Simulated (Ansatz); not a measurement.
# C2H10OSi2: the cost of one run

Method: RKS PBE0-D4/6-31G, in Ansatz 0.2.0.

1 further run of the same task is left out (it didn't finish).

## (1) Starting point

Bond lengths: C1–Si2 1.826 Å, Si2–O3 1.640 Å, O3–C4 1.446 Å, C4–Si5 1.854 Å, C1–H6 1.080 Å, C1–H7 1.057 Å, C1–H8 1.142 Å, Si2–H9 1.513 Å, Si2–H10 1.458 Å, C4–H11 1.084 Å, C4–H12 1.143 Å, Si5–H13 1.455 Å, Si5–H14 1.455 Å, Si5–H15 1.468 Å. Angles (14 of 25 angles, heavy atoms first): C1–Si2–O3 110.7°, Si2–O3–C4 124.3°, O3–C4–Si5 121.3°, C1–Si2–H9 110.3°, C1–Si2–H10 110.4°, O3–Si2–H9 108.3°, O3–Si2–H10 107.8°, Si2–C1–H6 112.9°, Si2–C1–H7 113.0°, Si2–C1–H8 107.1°, O3–C4–H11 106.5°, O3–C4–H12 104.8°, Si5–C4–H11 111.7°, Si5–C4–H12 109.1°.

Structure file:

```xyz
15

C    -2.1548    0.5775    1.3000
Si   -0.7085    1.2173    0.3876
O     0.6269    0.3261    0.7200
C     0.9707   -0.9073    0.0472
Si    1.9894   -0.9077   -1.5013
H    -2.0595    0.6878    2.3705
H    -2.4052   -0.4137    1.0332
H    -3.0414    1.2456    1.0335
H    -0.4332    2.6519    0.7803
H    -0.9423    1.1496   -1.0495
H     1.3894   -1.5628    0.8024
H    -0.0321   -1.4141   -0.1642
H     3.2832   -0.3167   -1.1967
H     2.1354   -2.2758   -1.9737
H     1.3603   -0.1084   -2.5600
```

## (2) Relaxing end A

input.yaml

```yaml
crystal:
  periodic: [false, false, false]
  atoms:
    - { symbol: C, position_ang: [-2.1548, 0.5775, 1.3] }
    - { symbol: Si, position_ang: [-0.7085, 1.2173, 0.3876] }
    - { symbol: O, position_ang: [0.6269, 0.3261, 0.72] }
    - { symbol: C, position_ang: [0.9707, -0.9073, 0.0472] }
    - { symbol: Si, position_ang: [1.9894, -0.9077, -1.5013] }
    - { symbol: H, position_ang: [-2.0595, 0.6878, 2.3705] }
    - { symbol: H, position_ang: [-2.4052, -0.4137, 1.0332] }
    - { symbol: H, position_ang: [-3.0414, 1.2456, 1.0335] }
    - { symbol: H, position_ang: [-0.4332, 2.6519, 0.7803] }
    - { symbol: H, position_ang: [-0.9423, 1.1496, -1.0495] }
    - { symbol: H, position_ang: [1.3894, -1.5628, 0.8024] }
    - { symbol: H, position_ang: [-0.0321, -1.4141, -0.1642] }
    - { symbol: H, position_ang: [3.2832, -0.3167, -1.1967] }
    - { symbol: H, position_ang: [2.1354, -2.2758, -1.9737] }
    - { symbol: H, position_ang: [1.3603, -0.1084, -2.56] }
basis:
  gaussian: { orbitals: "6-31G" }
hamiltonian:
  xc: pbe0
  dispersion: d4
relax:
  f_tol: 0.015
  max_steps: 40
```

The run is started by

```bash
> ansatz run input.yaml --threads 1 --pin off --max-ram 2048MiB --backend cpu --events-out ev --progress --plain --runs-dir out
```

What time and memory should one allow on 1 thread of Intel Xeon at 2.50GHz (Skylake/Cascade Lake), shared host?

About 2.3 min, with a peak of 0.19 GiB.
